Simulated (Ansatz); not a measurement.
This geometry of a periodic cell of 13 atoms, Ru12C (host Ru, host structure hcp, interstitial C) is a first-order saddle point.

Level of theory: DFT LDA, scalar-relativistic, plane waves, PAW (Ansatz 0.2.0). Settings: cutoff 420 eV, k mesh 4x3x4, gaussian smearing 0.1 eV, no spin polarisation.

```xyz
13
Lattice="5.4000 0.0000 0.0000 -4.0500 7.0148 0.0000 0.0000 0.0000 4.2768" Properties=species:S:1:pos:R:3
Ru 0.005 0.019 -0.004
Ru 0.010 1.896 2.135
Ru -1.390 2.354 -0.004
Ru -1.467 3.843 2.134
Ru -2.689 4.655 -0.004
Ru -2.543 6.113 2.134
Ru 2.722 -0.015 -0.004
Ru 2.710 1.510 2.134
Ru 1.405 2.373 -0.004
Ru 1.410 3.918 2.134
Ru -0.027 4.615 -0.004
Ru -0.132 6.053 2.134
C -0.023 0.111 2.134
```

Problem. Which two structures does it join? (They come from a converged band through this point; their orientation in space is the band's.)

Solution. The atom that moves furthest is C13, by 1.16 Å.

First end point:

```xyz
13
Lattice="5.4000 0.0000 0.0000 -4.0500 7.0148 0.0000 0.0000 0.0000 4.2768" Properties=species:S:1:pos:R:3
Ru 0.007 0.029 0.263
Ru 0.004 1.813 2.034
Ru -1.383 2.367 -0.023
Ru -1.407 3.862 2.132
Ru -2.688 4.647 -0.008
Ru -2.571 6.133 2.085
Ru 2.714 -0.012 0.000
Ru 2.702 1.532 2.113
Ru 1.393 2.363 -0.027
Ru 1.399 3.885 2.125
Ru -0.010 4.628 -0.027
Ru -0.123 6.106 2.063
C -0.019 0.081 2.714
```

Last end point:

Only the atoms that move by more than 0.05 Å are listed.
```
Ru1 0.005 0.029 -0.271
Ru2 -0.001 1.815 2.237
Ru6 -2.576 6.135 2.182
Ru12 -0.127 6.107 2.203
C13 -0.022 0.086 1.554
```

Problem. How far does it lie above each of them?

Solution. 0.61 eV above the first and 0.61 eV above the second. This is the barrier of this one path; another mechanism may lie lower. Limits of this set-up: coarse k mesh.

The run took 16 min on 4 threads of AMD EPYC 7R43 64-Core Processor (Zen 3), on a shared host, peak memory 2.9 GiB.
